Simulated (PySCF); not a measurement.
# C9H10N: the cost of one run

Programs: PySCF 2.14.0, with routines of our own; each step states its level. All values are computed. Atoms count from 0.

### 1 The starting structure

20 atoms, charge 0, multiplicity 2; geometry from: GFN2-xTB.

### 2 Open-shell or spin-flip excitations: unrestricted TDDFT CAM-B3LYP/def2-SVP

The job: settings as JSON, then the geometry in Å.

```
{"job": {"kind": "uabs", "xc": "CAM-B3LYP", "basis": "def2-SVP", "nstates": 10, "tda": false}, "charge": 0, "multiplicity": 2}
N      3.820336     0.681505    -0.205063
C      2.566507     0.326358    -0.195820
C      2.051297    -0.926921    -0.668969
C      0.716344    -1.207378    -0.613671
C     -0.206885    -0.284354    -0.093962
C     -1.630514    -0.633621    -0.048299
C     -2.515525    -0.147397     1.077797
C     -2.697169     0.412291    -0.288134
C      0.277834     0.951025     0.369422
C      1.607530     1.253303     0.325756
H      4.438666    -0.030503    -0.590123
H      2.747508    -1.650332    -1.072495
H      0.352184    -2.159576    -0.976090
H     -1.846477    -1.625454    -0.427806
H     -2.064262     0.471537     1.837752
H     -3.256231    -0.833447     1.458977
H     -3.563828     0.115189    -0.858745
H     -2.372032     1.422241    -0.484555
H     -0.414951     1.677226     0.769268
H      1.984518     2.198987     0.681723
```

Level: unrestricted TDDFT CAM-B3LYP/def2-SVP, vertical, gas phase, core orbitals frozen in the response.

Run with:

```
$ OMP_NUM_THREADS=1 python excited_run.py task.json out
```

The driver reads the jobs from task.json and runs them one after another.

Q: Estimate the wall time and peak memory of this first job on 1 thread of Arm Neoverse V1, shared host.

About 2.4 min, with a peak of 0.9 GiB.
